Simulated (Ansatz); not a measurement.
# GeF₃ radical: small, medium and large basis sets

One table from this session's results is given with a row withheld; the runs are named, their logs left out.

The runs use Ansatz 0.2.0, Gaussian basis; one geometry, several basis sets.

The runs, in order: PBE0-D4/def2-SVP; ωB97M-V/def2-SVP; PBE0-D4/def2-QZVPP; ωB97M-V/def2-QZVPP; the functionals' def2-TZVPP values are taken from earlier runs.

## Structure used throughout

All runs share one geometry, relaxed beforehand with PBE0-D4 in a triple-zeta def2 set.

SMILES `[F][Ge]([F])[F]`, 4 atoms, charge 0, spin multiplicity 2.

Atoms are counted from 1 here; the program's logs count them from 0.

Bond lengths: F1–Ge2 1.721 Å, Ge2–F3 1.721 Å, Ge2–F4 1.721 Å. Angles: F1–Ge2–F3 106.5°, F1–Ge2–F4 106.5°, F3–Ge2–F4 106.5°.

As a file:

```xyz
4
charge 0, multiplicity 2
F     0.77302   -0.48172    1.32422
Ge    0.32041   -0.23468   -0.31732
F    -1.29309   -0.81203   -0.47172
F     0.25516    1.46813   -0.55547
```

Set-up of the first run:

The input, in.yaml:

```yaml
crystal:
  periodic: [false, false, false]
  atoms:
    - {symbol: F, position_ang: [0.773015, -0.481718, 1.324219]}
    - {symbol: Ge, position_ang: [0.320407, -0.234681, -0.317322]}
    - {symbol: F, position_ang: [-1.293087, -0.812030, -0.471724]}
    - {symbol: F, position_ang: [0.255163, 1.468129, -0.555474]}
basis:
  gaussian: {orbitals: def2-SVP}
magnetization: {spin_polarized: true, initial_magnetization: 1}
hamiltonian: {xc: pbe0, dispersion: d4}
output: {orbitals: {seedname: orbitals}}
```

Steps of the session up to this table: PBE0-D4 in def2-SVP; ωB97M-V in def2-SVP; PBE0-D4 in def2-QZVPP; ωB97M-V in def2-QZVPP.

One table of the session follows, with a row left open; its other results are not shown here.

It belongs to the step «Functionals by basis». 

| functional | basis | HOMO (eV) | LUMO (eV) |
| --- | --- | --- | --- |
| PBE0-D4 | def2-SVP | ? | ? |
| PBE0-D4 | def2-TZVPP | -8.70 | -4.89 |
| PBE0-D4 | def2-QZVPP | -8.75 | -4.95 |
| ωB97M-V | def2-SVP | -10.67 | -2.85 |
| ωB97M-V | def2-TZVPP | -10.83 | -2.98 |
| ωB97M-V | def2-QZVPP | -10.91 | -3.10 |

Estimate the missing values for PBE0-D4, def2-SVP.

**Answer.** HOMO (eV): -8.56; LUMO (eV): -4.80. In the column «HOMO (eV)» it is the highest.
